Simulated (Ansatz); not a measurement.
# NbCr2: properties at the relaxed cell

One table from this session's results is given with a row withheld; the runs are named, their logs left out.

Computed with Ansatz 0.2.0 (DFT PBEsol, scalar-relativistic, plane waves, PAW, unless a step's input says otherwise).

### The structure to begin with

The structure is cubic, space group Fd-3m (No. 227). The conventional cell has a = 6.870 Å, b = 6.870 Å, c = 6.870 Å, α = 90.00°, β = 90.00°, γ = 90.00°. Around Nb (site symmetry -43m) lie 12 Cr at 2.85 Å and 4 Nb at 2.97 Å. Cr (site symmetry -3m) has 6 Cr at 2.43 Å and 6 Nb at 2.85 Å in its first shell of neighbours.

Structure file:

```xyz
6
Lattice="0.0000 3.4350 3.4350 3.4350 0.0000 3.4350 3.4350 3.4350 0.0000" Properties=species:S:1:pos:R:3 pbc="T T T"
Nb    3.4350    3.4350    3.4350
Nb    5.1525    5.1525    5.1525
Cr    0.8587    0.8587    0.8587
Cr    0.8587    2.5762    2.5762
Cr    2.5762    2.5762    0.8587
Cr    2.5762    0.8587    2.5762
```

This cell was relaxed beforehand with the same method: volume 13.51 Å³/atom, gap on the mesh none (metal).

The first run:

Input file input.yaml:

```yaml
crystal:
  lattice:
    - [0.0, 3.4002893299, 3.4002893299]
    - [3.4002893299, 0.0, 3.4002893299]
    - [3.4002893299, 3.4002893299, 0.0]
  atoms:
    - { symbol: Nb, position: [0.5, 0.5, 0.5] }
    - { symbol: Nb, position: [0.75, 0.75, 0.75] }
    - { symbol: Cr, position: [0.125, 0.125, 0.125] }
    - { symbol: Cr, position: [0.625, 0.125, 0.125] }
    - { symbol: Cr, position: [0.125, 0.125, 0.625] }
    - { symbol: Cr, position: [0.125, 0.625, 0.125] }
basis:
  ecutwfc: 420
kpoints:
  mp_grid: { grid: [10, 10, 10] }
hamiltonian:
  xc: pbesol
scf:
  occupations: { method: gaussian, width: 0.1 }
output:
  forces: true
  stress: true
  eigenvalues: true
```

The run is started by

```
ansatz run input.yaml --threads 1 --pin off --max-ram 2560MiB --backend cpu --events-out ev --progress --plain --runs-dir out
```

Steps of the session up to this table: Point at V/V0 = 0.97; The cell scaled to 1.03 of its volume; Point at V/V0 = 0.94; The cell scaled to 1.06 of its volume; Volume × 0.91; The cell scaled to 1.10 of its volume; Point at V/V0 = 0.88.

One table of the session follows, with a row left open; its other results are not shown here.

It belongs to the step «Energy against volume». 

```
volume (Å³/atom)  energy above the lowest point (meV/atom)  pressure (GPa)
          11.889                                     185.1           40.61
          12.294                                      98.5           28.07
          12.699                                         ?               ?
          13.105                                       9.8            7.98
          13.510                                       0.0            0.00
          13.915                                       8.9           -6.85
          14.321                                      33.9          -12.72
          14.861                                      88.2          -19.27
```

**Question.** Estimate the row for volume (Å³/atom) = 12.699.

Worked estimate for «energy above the lowest point (meV/atom)». A straight line through the neighbours (12.294, 98.5) and (13.105, 9.8) gives 98.5 + (9.8 − 98.5) × (12.699 − 12.294) / (13.105 − 12.294) = 54.2; a parabola fitted to 4 rows on both sides gives 41.4.

The run gave: energy above the lowest point (meV/atom): 41.5; pressure (GPa): 17.27. In «energy above the lowest point (meV/atom)» the line misses by +12.7 and the parabola by -0.1.

Caveats from the session: The final runs have no spin polarisation, so a magnetic state may lie lower.
